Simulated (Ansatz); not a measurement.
# CH₄SeSi: a ladder of functionals and wavefunction methods

An exercise on one series of results from a longer session: the logs are not shown, and one member is left open.

Computed with Ansatz 0.2.0, Gaussian basis. Level: functionals in def2-TZVPP, the program's frozen cores in correlated methods.

Plan: LDA (SPW92), PBE-D4, revPBE-D4, BLYP-D4, r2SCAN-D4, B97M-V, PBE0-D4, B3LYP-D4, r2SCANh-D4, r2SCAN0-D4, HSE06-D4, BHLYP-D4, CAM-B3LYP-D4, LC-ωPBE, ωB97X-V, ωB97M-V, B2PLYP, PBE-QIDH; CCSD(T)/def2-SVP; CCSD(T)/def2-TZVPP; MP2/def2-QZVPP; extrapolation to the limit; RPA on PBE.

### The geometry

All runs share one geometry, relaxed beforehand with PBE0-D4 in a triple-zeta def2 set.

SMILES `C1[SiH2][Se]1`, 7 atoms, charge 0, spin multiplicity 1.

Atoms are counted from 1 here; the program's logs count them from 0.

Bond lengths: C1–Si2 1.839 Å, C1–Se3 2.020 Å, C1–H4 1.085 Å, C1–H5 1.085 Å, Si2–Se3 2.225 Å, Si2–H6 1.479 Å, Si2–H7 1.479 Å. Angles: Si2–C1–Se3 70.2°, Si2–C1–H4 120.0°, Si2–C1–H5 120.0°, Se3–C1–H4 112.0°, Se3–C1–H5 112.0°, H4–C1–H5 113.9°, C1–Si2–Se3 58.7°, C1–Si2–H6 118.7°, C1–Si2–H7 118.7°, Se3–Si2–H6 118.8°, Se3–Si2–H7 118.8°, H6–Si2–H7 113.1°, C1–Se3–Si2 51.1°.

The first run:

in.yaml reads:

```yaml
crystal:
  periodic: [false, false, false]
  atoms:
    - {symbol: C, position_ang: [-0.672793, -0.541735, -0.369605]}
    - {symbol: Si, position_ang: [0.686144, 0.376155, 0.462957]}
    - {symbol: Se, position_ang: [-0.342920, 1.206370, -1.326322]}
    - {symbol: H, position_ang: [-0.445353, -1.396818, -0.997124]}
    - {symbol: H, position_ang: [-1.658978, -0.577957, 0.080727]}
    - {symbol: H, position_ang: [0.424103, 0.988784, 1.783342]}
    - {symbol: H, position_ang: [2.071099, -0.122801, 0.320323]}
basis:
  gaussian: {orbitals: def2-TZVPP}
hamiltonian: {xc: lda}
output: {orbitals: {seedname: orbitals}}
```

Launch:

```console
$ ansatz run in.yaml --threads 2 --pin off --events-out ev --progress --plain --max-ram 4352MiB
```

Steps of the session up to this table: LDA; PBE-D4 (GGA); revPBE-D4 (GGA); BLYP-D4 (GGA); r2SCAN-D4 (meta-GGA); B97M-V (meta-GGA); PBE0-D4 (hybrid); B3LYP-D4 (hybrid); r2SCANh-D4 (hybrid); r2SCAN0-D4 (hybrid); HSE06-D4 (hybrid); BHLYP-D4 (hybrid); CAM-B3LYP-D4 (range-separated); LC-ωPBE (range-separated); ωB97X-V (range-separated); ωB97M-V (range-separated); B2PLYP (double hybrid); PBE-QIDH (double hybrid).

One table of the session follows, with a row left open; its other results are not shown here.

It belongs to the step «Orbital energies across the functionals». 

| functional | HOMO (eV) | gap (eV) |
| --- | --- | --- |
| LDA (SPW92) | -5.64 | 4.05 |
| PBE-D4 | -5.52 | 4.14 |
| revPBE-D4 | -5.47 | 4.18 |
| BLYP-D4 | -5.33 | 4.09 |
| r2SCAN-D4 | -5.76 | 4.64 |
| B97M-V | -5.85 | 4.70 |
| PBE0-D4 | -6.63 | 6.08 |
| B3LYP-D4 | -6.38 | 5.63 |
| r2SCANh-D4 | -6.17 | 5.34 |
| r2SCAN0-D4 | -6.79 | 6.39 |
| HSE06-D4 | ? | ? |
| BHLYP-D4 | -7.57 | 7.90 |
| CAM-B3LYP-D4 | -7.88 | 8.32 |
| LC-ωPBE | -9.25 | 10.80 |
| ωB97X-V | -8.90 | 10.36 |
| ωB97M-V | -8.77 | 9.97 |

Q: Estimate the row for HSE06-D4 from the others.

The run gave: HOMO (eV): -6.24; gap (eV): 5.32. In the column «HOMO (eV)» it lies between B3LYP-D4 (-6.38) and r2SCANh-D4 (-6.17).
